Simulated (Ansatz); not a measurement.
Working through a projected density of states of LaMg, space group Pm-3m

Program: Ansatz 0.2.0 through its Python package.

Typed at the interpreter:
```pycon
>>> import ansatz as az
>>> import matplotlib.pyplot as plt
>>> import numpy as np
>>> crystal = (
...     az.Lattice.cubic(3.965)
...     .space_group(221)
...     .atom('La', [0.5, 0.5, 0.5])
...     .atom('Mg', [0.0, 0.0, 0.0])
... )
>>> len(crystal.resolved().sites)
2
>>> base = (
...     crystal.calculation()
...     .functional('pbesol')
...     .basis(550)
...     .kpoints(mesh=(8, 8, 8))
...     .occupations(az.OccupationsMethod.COLD, width=0.05)
...     .scf(extra_bands=10)
...     .density_of_states(projected=True, energy_step=0.1)
... )
>>> session = base.session()
>>> planned = session.plan(threads=1)
>>> res = planned.execute()
>>> summary = res.report
>>> sorted(key for key in summary if key.endswith('_ev'))
['eigenvalues_ev', 'energy_sigma0_ev', 'entropy_ts_ev', 'fermi_energy_ev', 'free_energy_ev', 'gap_by_band_count_ev', 'harris_foulkes_ev', 'internal_energy_ev', 'lagrangian_above_aufbau_ev', 'lagrangian_ev', 'lagrangian_sigma0_ev', 'loop_eigenvalues_ev', 'loop_fermi_energy_ev', 'occupations_fermi_energy_ev', 'residual_norms_ev']
>>> dos = res.density_of_states()
>>> energy = np.asarray(dos.energies_ev) - dos.fermi_ev
>>> curves = {}
>>> for site in res.projected_density_of_states().sites:
...     for shell in site.shells:
...         weight = sum(np.sum(curve.g_bin_mean_per_ev, axis=0) for curve in shell.curves)
...         name = f'{site.species} {shell.label}'
...         curves[name] = curves.get(name, 0) + weight
...
>>> window = (energy > -8) & (energy < 4)
>>> fig, ax = plt.subplots(figsize=(5.5, 3.5))
>>> for name, g in curves.items():
...     if g[window].max() > 0.05:
...         ax.plot(energy[window], g[window], label=name, lw=1)
...         print(f'{name:8s} peak {g[window].max():7.3f} states/eV at {energy[window][g[window].argmax()]:6.2f} eV')
...
[<matplotlib.lines.Line2D object at 0x...>]
La 6S    peak   0.627 states/eV at  -0.79 eV
[<matplotlib.lines.Line2D object at 0x...>]
La 5P    peak   0.063 states/eV at  -2.69 eV
[<matplotlib.lines.Line2D object at 0x...>]
La 5D    peak   2.991 states/eV at   0.91 eV
[<matplotlib.lines.Line2D object at 0x...>]
La 4F    peak  21.765 states/eV at   1.71 eV
[<matplotlib.lines.Line2D object at 0x...>]
Mg 3S    peak   1.109 states/eV at  -2.69 eV
>>> ax.set(xlabel='E - E_F (eV)', ylabel='states/eV')
[Text(0.5, 0, 'E - E_F (eV)'), Text(0, 0.5, 'states/eV')]
>>> ax.legend(fontsize=7)
<matplotlib.legend.Legend object at 0x...>
>>> fig.tight_layout()
>>> fig.savefig('pdos.png', dpi=100)
```

Reading the output:
- A gap by band count of zero or less means overlapping bands, a metal, and at an odd count of electrons it is no gap at all.
- Peaks are the largest values inside the energy window taken; deeper bands lie outside it.
- The structure is a deposited one; some such entries were measured under pressure or heat, so a shift against it needn't be the functional's error alone.
- Gaps and levels are Kohn-Sham values on a finite set of k-points, without spin-orbit coupling.
- Curves are summed over the cell's atoms. Only shells that the potentials hold have channels, so projections don't add up to the total, least of all where a shell is missing (p of most metals); heights and places of peaks move with the mesh.
- The computed bands are complete only to about 2.0 eV above the Fermi level; beyond that the density of states is undercounted.
- The whole script took 4.7 s on 1 thread of Arm Neoverse V1, with other jobs on the host, peak memory 0.46 GiB.
